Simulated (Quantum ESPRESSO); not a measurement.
CoO under changes of volume

One of the cells (9.684 Å³/atom); the others are scaled copies at fixed shape and fractional positions:

```
Co O
1.0
     0.00000    2.13150    2.13150
     2.13150    0.00000    2.13150
     2.13150    2.13150    0.00000
Co O
1 1
Cartesian
  0.0000 0.0000 0.0000
  2.1315 2.1315 2.1315
```

| Quantity | Value |
| --- | --- |
| Program | Quantum ESPRESSO 7.5 |
| Functional | PBEsol |
| Potentials or basis | GBRV 1.5 PBEsol |
| Cutoff | 762 eV |
| Density cutoff | 6095 eV |
| k mesh | 11 × 11 × 11 |
| Occupations | fermi-dirac, width 0.05 eV |
| Spin | collinear spin, ferromagnetic start |
| Starting moments | [2.0, 0.0] μB |

```csv
volume (Å³/atom),energy over the lowest point (meV/atom),pressure (GPa),moment (μB per cell)
9.103,0.00,0.4,2.91
9.297,?,?,?
9.490,7.63,-7.2,2.99
9.684,18.27,-10.7,2.99
9.878,32.98,-13.8,3.00
10.071,51.33,-16.6,3.00
10.265,72.89,-19.1,3.00
```

Task: What does the run at 9.297 Å³/atom give?

Result: Energy over the lowest point 1.49 meV/atom; pressure -3.5 GPa; moment 2.96 μB per cell.

Worked out: A Birch-Murnaghan fit of order 3 (a polynomial in V^(-2/3)) to the other rows has its minimum at 9.15 Å³/atom with B0 = V·E''(V) = 206 GPa and B' = 3.7. It gives 1.37 meV/atom at 9.297 Å³/atom, against the run's 1.49, and -dE/dV = -3.2 GPa, against -3.5. A parabola through the other rows of the moment, of slope 0.163 μB per Å³/atom there, gives 2.95 μB, against the run's 2.96.

Energies are extrapolated to zero smearing.

Caveats: a cell with one magnetic atom can't hold antiferromagnetic order, which such compounds often take.
